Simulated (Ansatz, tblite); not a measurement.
**Ga9P9 wurtzite hole sphere (Ga₉P₉H₂₄): spin-state energies by level**

Aim: set other spin states of Ga9P9 wurtzite hole sphere (Ga₉P₉H₂₄) against its singlet, on many levels of theory.

Computed with Ansatz 0.2.0, Gaussian basis. Level: as each input shows.

Levels to be run: triplet, at the geometry of the singlet (GFN1-xTB, GFN2-xTB, PBE0-D4/def2-TZVP, PBE-D4/def2-TZVP); the singlet's energies come from earlier runs.

## Step 1: The relaxed structure

The geometry is that of the singlet, from an earlier relaxation (r2SCAN-D4/def2-SVP).

42 atoms, charge 0, spin multiplicity 1.

Bond lengths: Ga1–P2 2.451 Å, Ga1–P3 2.398 Å, Ga1–H19 1.563 Å, Ga1–H20 1.563 Å, P2–Ga5 2.392 Å, P2–H21 1.420 Å, P2–H22 1.420 Å, P3–Ga4 2.370 Å, P3–Ga11 2.370 Å, P3–H23 1.423 Å, Ga4–P6 2.409 Å, Ga4–P7 2.370 Å, Ga4–H24 1.562 Å, Ga5–P6 2.374 Å, Ga5–P12 2.374 Å, Ga5–H25 1.560 Å, P6–Ga9 2.374 Å, P6–H26 1.422 Å and more. Angles: P2–Ga1–P3 96.5°, P2–Ga1–H19 105.5°, P2–Ga1–H20 105.5°, P3–Ga1–H19 110.3°, P3–Ga1–H20 110.3°, H19–Ga1–H20 124.7°, Ga1–P2–Ga5 122.6°, Ga1–P2–H21 110.6°, Ga1–P2–H22 110.6°, Ga5–P2–H21 106.0°, Ga5–P2–H22 106.1°, H21–P2–H22 98.2°, Ga1–P3–Ga4 112.5°, Ga1–P3–Ga11 112.5°, Ga1–P3–H23 105.8°, Ga4–P3–Ga11 115.9°, Ga4–P3–H23 104.4°, Ga11–P3–H23 104.4° and more.

## Step 2: Triplet at the fixed geometry, GFN1-xTB

Tight binding, by tblite at 300 K electronic temperature and without a spin-polarisation term:

```python
tblite.interface.Calculator('GFN1-xTB', numbers, positions, charge=0, uhf=2).singlepoint()
```

Energy -1328.7094 eV; 0.55 s.

## Step 3: Triplet at the fixed geometry, GFN2-xTB

Tight binding, by tblite at 300 K electronic temperature and without a spin-polarisation term:

```python
tblite.interface.Calculator('GFN2-xTB', numbers, positions, charge=0, uhf=2).singlepoint()
```

Energy -1244.3618 eV; 0.39 s.

## Step 4: Triplet at the fixed geometry, PBE0-D4/def2-TZVP

in.yaml

```yaml
crystal:
  periodic: [false, false, false]
  atoms:
    - {symbol: Ga, position_ang: [0.000506, -4.574192, -1.392260]}
    - {symbol: P, position_ang: [-0.003660, -4.342636, 1.047421]}
    - {symbol: P, position_ang: [-0.000703, -2.227543, -1.886853]}
    - {symbol: Ga, position_ang: [-2.009265, -1.160046, -1.221799]}
    - {symbol: Ga, position_ang: [-0.000890, -2.214461, 2.139945]}
    - {symbol: P, position_ang: [-1.839981, -1.060381, 1.179547]}
    - {symbol: P, position_ang: [-1.927411, 1.112487, -1.888883]}
    - {symbol: Ga, position_ang: [-3.960243, 2.285819, -1.397000]}
    - {symbol: Ga, position_ang: [-1.918452, 1.110306, 2.138026]}
    - {symbol: P, position_ang: [-3.759811, 2.174528, 1.042922]}
    - {symbol: Ga, position_ang: [2.008445, -1.161141, -1.222027]}
    - {symbol: P, position_ang: [1.839109, -1.062101, 1.179325]}
    - {symbol: P, position_ang: [1.928082, 1.111459, -1.889203]}
    - {symbol: Ga, position_ang: [0.000753, 2.319179, -1.223822]}
    - {symbol: Ga, position_ang: [1.919959, 1.108483, 2.137868]}
    - {symbol: P, position_ang: [0.001202, 2.124994, 1.177785]}
    - {symbol: Ga, position_ang: [3.960387, 2.285788, -1.397494]}
    - {symbol: P, position_ang: [3.762973, 2.169542, 1.042438]}
    - {symbol: H, position_ang: [-1.382720, -5.205793, -1.753833]}
    - {symbol: H, position_ang: [1.386563, -5.202442, -1.748938]}
    - {symbol: H, position_ang: [-1.080465, -5.073812, 1.616093]}
    - {symbol: H, position_ang: [1.066351, -5.080304, 1.620504]}
    - {symbol: H, position_ang: [-0.000836, -2.131262, -3.306532]}
    - {symbol: H, position_ang: [-3.310562, -1.910874, -1.649410]}
    - {symbol: H, position_ang: [-0.000761, -2.299127, 3.698111]}
    - {symbol: H, position_ang: [-2.990530, -1.723693, 1.688664]}
    - {symbol: H, position_ang: [-1.842642, 1.062931, -3.308430]}
    - {symbol: H, position_ang: [-5.197563, 1.400169, -1.754393]}
    - {symbol: H, position_ang: [-3.814537, 3.799348, -1.758912]}
    - {symbol: H, position_ang: [-1.992925, 1.154122, 3.696087]}
    - {symbol: H, position_ang: [-4.933420, 1.614865, 1.614672]}
    - {symbol: H, position_ang: [-3.857520, 3.472573, 1.611287]}
    - {symbol: H, position_ang: [3.309258, -1.912795, -1.649641]}
    - {symbol: H, position_ang: [2.989156, -1.726536, 1.688100]}
    - {symbol: H, position_ang: [1.843121, 1.061806, -3.308737]}
    - {symbol: H, position_ang: [0.001030, 3.821222, -1.652576]}
    - {symbol: H, position_ang: [1.994651, 1.152412, 3.695909]}
    - {symbol: H, position_ang: [0.001769, 3.453548, 1.685607]}
    - {symbol: H, position_ang: [5.198548, 1.402879, -1.758593]}
    - {symbol: H, position_ang: [3.811777, 3.799919, -1.755789]}
    - {symbol: H, position_ang: [4.935422, 1.604702, 1.611503]}
    - {symbol: H, position_ang: [3.865855, 3.466068, 1.613332]}
basis:
  gaussian: {orbitals: def2-TZVP, fitting: {mean_field: def2-universal-jkfit}}
magnetization: {spin_polarized: true, initial_magnetization: 2}
hamiltonian: {xc: pbe0, dispersion: d4}
scf: {omitted_lower_state_checks: [starts]}
output: {orbitals: {seedname: orbitals}}
```

On the command line:

```
$ ansatz run in.yaml --threads 5 --pin off --events-out ev --progress --plain --max-ram 66560MiB --backend cuda --devices 0, --max-vram 37GiB
```

Standard output:

```text
Functional definition: PBE0
  name "PBE0"
  cite "Adamo & Barone, J. Chem. Phys. 110, 6158 (1999) doi:10.1063/1.478522"
  cite "Perdew, Burke & Ernzerhof, Phys. Rev. Lett. 77, 3865 (1996) doi:10.1103/PhysRevLett.77.3865"
  parent pbe
  parameter a = 0.25
  parameter kappa = 0.804
  parameter beta = 0.06672455060314922
  exchange = (1 - a)*pbe_x(kappa = kappa, mu = beta*pi^2/3) + a*exact_x
  correlation = pbe_c(beta = beta)
these checks for a lower state are left out or cut short: starts
3978 factors; integrals over basis functions are off by at most 6.0e-1 eV
mean field evaluation 1: about -555302.4469 eV, gradient 5.1e1 eV
mean field evaluation 2: about -555300.6477 eV, gradient 6.7e1 eV
mean field evaluation 4: about -555308.2788 eV, gradient 7.0e0 eV
mean field evaluation 8: about -555308.6337 eV, gradient 3.3e-1 eV
mean field evaluation 16: about -555308.6387 eV, gradient 3.4e-2 eV
mean field evaluation 32: about -555308.6391 eV, gradient 1.6e-3 eV
mean field -555308.63911910 eV, -20407.2160859123 hartree, gradient 5.5e-6 eV, S^2 2.005340; 0 other end points of the search recorded, 0 dependent functions left out
reference -555308.63920159 eV, -20407.2160889436 hartree; 220, 218 occupied and 689, 691 virtual orbitals, 3978 factors
Total energy: -555311.79796972 eV, -20407.3321715315 hartree
Checks for a lower state left out: starts
```

Wall time 50 s (1 × H100 (card shared with other runs) with 5 threads of AMD EPYC 7R13, shared host); peak host memory 1.7 GiB.

HOMO -2.40 eV, LUMO -6.11 eV (over both spins; with the spin held, an empty level of the minority spin lies below the top filled one); ⟨S²⟩ 2.005 (pure: 2.00).

## Step 5: Triplet at the fixed geometry, PBE-D4/def2-TZVP

start.molden holds the orbitals of an earlier run on this state, given as this run's starting guess.

Edit in.yaml of step 4 so:

```diff
@@ -46,5 +46,5 @@
 basis:
-  gaussian: {orbitals: def2-TZVP, fitting: {mean_field: def2-universal-jkfit}}
+  gaussian: {orbitals: def2-TZVP, fitting: {mean_field: def2-universal-jkfit}, initial_orbitals: start.molden}
 magnetization: {spin_polarized: true, initial_magnetization: 2}
-hamiltonian: {xc: pbe0, dispersion: d4}
+hamiltonian: {xc: pbe, dispersion: d4}
 scf: {omitted_lower_state_checks: [starts]}
```

Same command.

Standard output:

```text
Functional definition: PBE
  name "PBE"
  cite "Perdew, Burke & Ernzerhof, Phys. Rev. Lett. 77, 3865 (1996) doi:10.1103/PhysRevLett.77.3865"
  parent pbe
  parameter kappa = 0.804
  parameter beta = 0.06672455060314922
  exchange = pbe_x(kappa = kappa, mu = beta*pi^2/3)
  correlation = pbe_c(beta = beta)
these checks for a lower state are left out or cut short: starts
3978 factors; integrals over basis functions are off by at most 6.0e-1 eV
mean field evaluation 1: about -555290.4503 eV, gradient 2.2e1 eV
mean field evaluation 2: about -555291.2601 eV, gradient 9.6e-1 eV
mean field evaluation 4: about -555291.2787 eV, gradient 1.8e-1 eV
mean field evaluation 8: about -555291.2803 eV, gradient 2.5e-5 eV
mean field evaluation 16: about -555291.2803 eV, gradient 2.8e-6 eV
mean field -555291.28026161 eV, -20406.5781596657 hartree, gradient 2.8e-6 eV, S^2 2.001760; 0 other end points of the search recorded, 0 dependent functions left out
reference -555291.28037242 eV, -20406.5781637380 hartree; 220, 218 occupied and 689, 691 virtual orbitals, 3978 factors
Total energy: -555294.76080713 eV, -20406.7060673544 hartree
Checks for a lower state left out: starts
```

It took 33 s on 1 × H100 (card shared with other runs) with 5 threads of AMD EPYC 7R13, shared host; peak host memory 1.6 GiB.

Report: HOMO -2.16 eV, LUMO -6.13 eV (over both spins; with the spin held, an empty level of the minority spin lies below the top filled one); ⟨S²⟩ 2.002 (pure: 2.00).

## Step 6: Triplet less singlet, vertical

The singlet's energies are those of its earlier runs, whose logs aren't repeated here.

```
            level  triplet less singlet, vertical (kJ/mol)    time
         GFN1-xTB                                   +437.1  0.82 s
         GFN2-xTB                                   +386.9  0.61 s
 PBE-D4/def2-TZVP                                   +382.5    52 s
PBE0-D4/def2-TZVP                                   +452.3    72 s
```

Times add the two runs; a level without a time comes out of a correlated run. Tight binding without a spin term can't rank spin states.

## Step 7: What came out

```
                                                quantity                                       value
triplet less singlet, vertical, functionals in def2-TZVP  +382.5 (PBE-D4) to +452.3 kJ/mol (PBE0-D4)
```

**Reading.** All functionals put the triplet above the singlet, over a spread of 69.7 kJ/mol. The checks for a lower triplet were left out, so another state of that spin may lie lower. These are electronic energies, without zero-point motion, entropy or surroundings.
